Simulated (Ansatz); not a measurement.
# RuH+ (triplet): wave-function methods side by side, def2-TZVPP

The task here is to estimate one member of a computed series from the others.

Computed with Ansatz 0.2.0, Gaussian basis. Level: def2-TZVPP, core rule «outside noble gas», up to 4 orbitals frozen.

Plan: UHF; ROHF; CCSD(T) on UHF.

2 further runs of the same task are left out: 2 set aside as unsound or not needed.

**The geometry**

The geometry is a PBE0/def2-TZVP stationary point (not a proven minimum) of the parent state, kept for this charge and spin. No spin-orbit coupling is included. Elements past krypton take def2 core potentials.

2 atoms, charge 1, spin multiplicity 3.

Atoms are counted from 1 here; the program's logs count them from 0.

Bond lengths: Ru1–H2 1.582 Å.

The first run:

File in.yaml:

```yaml
crystal:
  periodic: [false, false, false]
  atoms:
    - {symbol: Ru, position_ang: [0.000000, 0.000000, 0.000000]}
    - {symbol: H, position_ang: [0.000000, 0.000000, 1.581600]}
basis:
  gaussian: {orbitals: def2-TZVPP}
total_charge: 1
magnetization: {spin_polarized: true, initial_magnetization: 2}
hamiltonian: {xc: hf}
output: {orbitals: {seedname: orbitals}}
```

Command:

```console
$ ansatz run in.yaml --threads 1 --pin off --events-out ev --progress --plain --max-ram 4096MiB --backend cpu
```

Steps of the session up to this table: UHF; ROHF; CCSD(T) on UHF.

One of the session's tables, all rows but one given; the rest of the session is left out.

| method | from UCCSD(T) (kcal/mol) |
| --- | --- |
| ROHF | +145.48 |
| UHF | +135.01 |
| UMP2 | ? |
| UCCSD | +5.31 |
| UCCSD(T) | 0 |

**Question.** Estimate the row for UMP2.

**Answer.** from UCCSD(T) (kcal/mol): +16.35. In the column «from UCCSD(T) (kcal/mol)» it lies between UCCSD (+5.31) and UHF (+135.01).
